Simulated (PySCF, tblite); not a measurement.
# C6H9FN radical: geometry, infrared bands and EPR parameters

Wanted: the infrared bands and EPR parameters of C6H9FN radical (`C[C@]1(N)[C](F)C12CC2`), by calculation.

Programs: tblite 0.8.0 and PySCF 2.14.0, with density-fitted response routines of our own. Each step states its level of theory. These are calculated values for one molecule in the gas phase, unless marked as measured. Atoms count from 0, in the outputs and in this text.

## (1) Starting geometry

17 atoms, charge 0, multiplicity 2; geometry from: force field or distance geometry start.

Bonds of the start (Å): C0–C1 1.51, C1–N2 1.47, C1–C3 1.50, C3–F4 1.33, C3–C5 1.42, C5–C6 1.46, C6–C7 1.55, C5–C1 1.45, C7–C5 1.47, C0–H8 1.10, C0–H9 1.11, C0–H10 1.09, N2–H11 1.03, N2–H12 1.02, C6–H13 1.09, C6–H14 1.09, C7–H15 1.09, C7–H16 1.08.

## (2) Optimising the geometry with GFN2-xTB

Job settings and geometry (Å):

```
{"job": {"kind": "relax", "xc": "GFN2-xTB", "basis": "xTB"}, "charge": 0, "multiplicity": 2}
C     -1.402800    -1.162000     0.823800
C     -0.818000     0.047200     0.136800
N     -1.400300     1.343400     0.514000
C     -0.400200    -0.117800    -1.292600
F     -0.597300     0.870600    -2.164600
C      0.569900    -0.019500    -0.260100
C      1.801400    -0.779200    -0.103600
C      1.812600     0.759000    -0.260600
H     -1.277300    -1.087500     1.911000
H     -2.488500    -1.226300     0.617200
H     -0.951200    -2.099500     0.497200
H     -2.355900     1.408500     0.127200
H     -0.895900     2.106000     0.072800
H      2.163400    -1.379300    -0.932400
H      2.034300    -1.168300     0.882600
H      2.036200     1.351400     0.621400
H      2.162500     1.165400    -1.199900
```

Launch:

```sh
OMP_NUM_THREADS=1 python probes_run.py task.json out
```

This one command runs all jobs of the session in turn.

**Question.** This job is followed by: GFN2-xTB harmonic vibrations, gas phase; UKS B3LYP, pcH-1 on C F H N, non-relativistic, mean-field spin-orbit, GIAO. Predict these results of the whole session: strongest single infrared mode (GFN2-xTB); zero-point energy (GFN2-xTB); g(iso) (B3LYP); ⟨S²⟩; largest a(iso) (averaged by class); potential on the surface of density 0.002 e/bohr³, 1st and 99th percentile.

As calculated:

| quantity | value |
| --- | --- |
| strongest single infrared mode (GFN2-xTB) | 848 cm⁻¹, 183 km/mol |
| zero-point energy (GFN2-xTB) | 85.4 kcal/mol |
| g(iso) (B3LYP) | 2.00394 |
| ⟨S²⟩ | 0.753 (exact 0.75) |
| largest a(iso) (averaged by class) | 13C on C3, 369.5 MHz |
| potential on the surface of density 0.002 e/bohr³, 1st and 99th percentile | -1.28 V and 1.47 V |

**Reading.** The optimisation took 56 steps and gained 0.461 eV; among the close pairs (by a distance rule), C1–C5 changed most, from 1.445 to 1.532 Å. No mode is imaginary among the 45: a minimum at this level. The strongest single mode, at 848 cm⁻¹, is carried by H12, H11, N2, C3. GFN2-xTB is a fitted tight-binding method: band positions and strengths are rough. Its intensities can rank the bands wrongly. Most of the unpaired spin sits on C3 (0.74 e). The isotropic g lies 1.6 ppt above the free-electron value.
